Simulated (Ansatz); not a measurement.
Task: a polarisability from point charges of H3SbSe2Si, SMILES [SeH][Sb]1[SiH2][Se]1, with Ansatz's Python interface. Give the script and its output. Use (for the species named): B3LYP, def2-SVPD basis, multiplicity 1.

```json
{"atom": "Se", "x (Å)": "-2.3806", "y (Å)": "-0.1878", "z (Å)": "-0.4446"}
{"atom": "Sb", "x (Å)": "-0.1732", "y (Å)": "-0.4611", "z (Å)": "-1.6735"}
{"atom": "Si", "x (Å)": "1.0654", "y (Å)": "0.1333", "z (Å)": "0.3712"}
{"atom": "Se", "x (Å)": "0.7435", "y (Å)": "-2.0909", "z (Å)": "0.1690"}
{"atom": "H", "x (Å)": "-2.0368", "y (Å)": "1.2818", "z (Å)": "-0.0767"}
{"atom": "H", "x (Å)": "0.3011", "y (Å)": "0.7951", "z (Å)": "1.4364"}
{"atom": "H", "x (Å)": "2.5420", "y (Å)": "0.4617", "z (Å)": "0.1725"}
```

`h3sbse2si_field.py`:
```python
# -*- coding: utf-8 -*-
'''Response of H3SbSe2Si to a pair of distant point charges.'''

import ansatz
import numpy as np

geometry_ang = [
    ('Se', [-2.3806, -0.1878, -0.4446]),
    ('Sb', [-0.1732, -0.4611, -1.6735]),
    ('Si', [1.0654, 0.1333, 0.3712]),
    ('Se', [0.7435, -2.0909, 0.169]),
    ('H', [-2.0368, 1.2818, -0.0767]),
    ('H', [0.3011, 0.7951, 1.4364]),
    ('H', [2.542, 0.4617, 0.1725]),
]
system = ansatz.Crystal.molecule()
for symbol, xyz in geometry_ang:
    system = system.atom(symbol, xyz)

job = (
    system.calculation()
    .basis(gaussian='def2-SVPD')
    .functional('B3LYP')
    .forces()
)
# charges +q and -q at -R and +R make a nearly even field 2 k q / R^2 at the centre
centre = np.mean([site.position_ang for site in system.cartesian_sites], axis=0)
field = 2 * 14.399645 * 4.0 / 30.0 ** 2


def dipole(axis, sign):
    arm = 30.0 * np.eye(3)[axis]
    pair = [{'charge': sign * 4.0, 'position_ang': (centre - arm).tolist()}, {'charge': -sign * 4.0, 'position_ang': (centre + arm).tolist()}]
    deck = job.input().set(ansatz.key.basis.gaussian.point_charges, pair)
    return np.array(ansatz.Session.from_dict(deck).plan().execute().report['charge_distribution']['dipole_moment_e_ang'])


print(f'field {field:.4f} V/A')
alpha = np.array([(dipole(axis, 1) - dipole(axis, -1)) / (2 * field) * 14.399645 for axis in range(3)])
print('polarisability tensor (A^3)')
print(np.array2string(alpha, precision=3, suppress_small=True))
print(f'mean {np.trace(alpha) / 3:.3f} A^3 = {np.trace(alpha) / 3 / 0.14818471:.2f} bohr^3')
```

```console
$ python h3sbse2si_field.py
field 0.1280 V/A
polarisability tensor (A^3)
[[22.158 -1.723  1.481]
 [-1.747 18.026 -0.484]
 [ 1.469 -0.459 18.073]]
mean 19.419 A^3 = 131.05 bohr^3
```

Notes:
- The geometry is a force-field or estimated start, not a minimum of this method, and the basis set is short of its limit. The field of two point charges is only nearly even.
- def2 sets replace the cores of elements past krypton by effective core potentials.
- b3lyp holds the VWN-RPA fit, as in Gaussian; the form of ORCA and Turbomole is b3lyp5.
- Timing: 100 s on 1 thread of Arm Neoverse V1, on a shared host, peak memory 0.59 GiB.
